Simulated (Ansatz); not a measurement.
# CH₆GeO₃: one species, many methods

The task here is to estimate one member of a computed series from the others.

The runs use Ansatz 0.2.0, Gaussian basis; functionals in def2-TZVPP, the program's frozen cores in correlated methods.

The runs, in order: PBE-D4, r2SCAN-D4, PBE0-D4, B3LYP-D4, ωB97X-V, ωB97M-V, B2PLYP; CCSD(T)/def2-TZVPP; MP2/def2-QZVPP; extrapolation to the limit.

## The relaxed structure

All runs share one geometry, relaxed beforehand with PBE0-D4 in a triple-zeta def2 set.

SMILES `OC(O)[O][GeH3]`, 11 atoms, charge 0, spin multiplicity 1.

Atoms are counted from 1 here; the program's logs count them from 0.

Bond lengths: O1–C2 1.407 Å, O1–H6 0.962 Å, C2–O3 1.378 Å, C2–O4 1.371 Å, C2–H7 1.100 Å, O3–H8 0.965 Å, O4–Ge5 1.800 Å, Ge5–H9 1.533 Å, Ge5–H10 1.532 Å, Ge5–H11 1.537 Å. Angles: C2–O1–H6 108.2°, O1–C2–O3 112.1°, O1–C2–O4 106.9°, O1–C2–H7 110.1°, O3–C2–O4 110.3°, O3–C2–H7 105.5°, O4–C2–H7 112.0°, C2–O3–H8 106.8°, C2–O4–Ge5 118.9°, O4–Ge5–H9 102.4°, O4–Ge5–H10 110.5°, O4–Ge5–H11 108.5°, H9–Ge5–H10 111.5°, H9–Ge5–H11 111.8°, H10–Ge5–H11 111.8°.

Set-up of the first run:

in.yaml reads:

```yaml
crystal:
  periodic: [false, false, false]
  atoms:
    - {symbol: O, position_ang: [-1.140593, 0.008847, 0.833222]}
    - {symbol: C, position_ang: [0.095918, -0.659953, 0.765992]}
    - {symbol: O, position_ang: [-0.027174, -2.006199, 1.034577]}
    - {symbol: O, position_ang: [0.583720, -0.471243, -0.501442]}
    - {symbol: Ge, position_ang: [0.439209, 1.156017, -1.256380]}
    - {symbol: H, position_ang: [-1.485914, -0.087817, 1.725547]}
    - {symbol: H, position_ang: [0.780049, -0.267691, 1.533155]}
    - {symbol: H, position_ang: [-0.487374, -2.399507, 0.282975]}
    - {symbol: H, position_ang: [1.460908, 1.081522, -2.397298]}
    - {symbol: H, position_ang: [-0.980699, 1.375377, -1.788352]}
    - {symbol: H, position_ang: [0.827350, 2.213547, -0.211197]}
basis:
  gaussian: {orbitals: def2-TZVPP}
hamiltonian: {xc: pbe, dispersion: d4}
output: {forces: true, orbitals: {seedname: orbitals}}
```

Command:

```
$ ansatz run in.yaml --threads 4 --pin off --events-out ev --progress --plain --max-ram 10444MiB
```

Steps of the session up to this table: PBE-D4 (GGA); r2SCAN-D4 (meta-GGA); PBE0-D4 (hybrid); B3LYP-D4 (hybrid); ωB97X-V (range-separated); ωB97M-V (range-separated); B2PLYP (double hybrid); CCSD(T) in def2-TZVPP; MP2 in def2-QZVPP.

One of the session's tables, all rows but one given; the rest of the session is left out.

| method | atomisation energy (kJ/mol) |
| --- | --- |
| PBE-D4 | 3925.7 |
| r2SCAN-D4 | 3859.6 |
| PBE0-D4 | 3820.9 |
| B3LYP-D4 | 3824.0 |
| ωB97X-V | 3867.7 |
| ωB97M-V | 3853.5 |
| B2PLYP | 3798.0 |
| HF/def2-TZVPP | ? |
| MP2/def2-TZVPP | 3845.4 |
| CCSD/def2-TZVPP | 3699.3 |
| CCSD(T)/def2-TZVPP | 3767.0 |
| MP2/CBS | 3948.0 |
| CCSD(T)/CBS | 3869.7 |

**Question.** Estimate the row for HF/def2-TZVPP.

**Answer.** atomisation energy (kJ/mol): 2606.5. In the column «atomisation energy (kJ/mol)» it is the lowest.
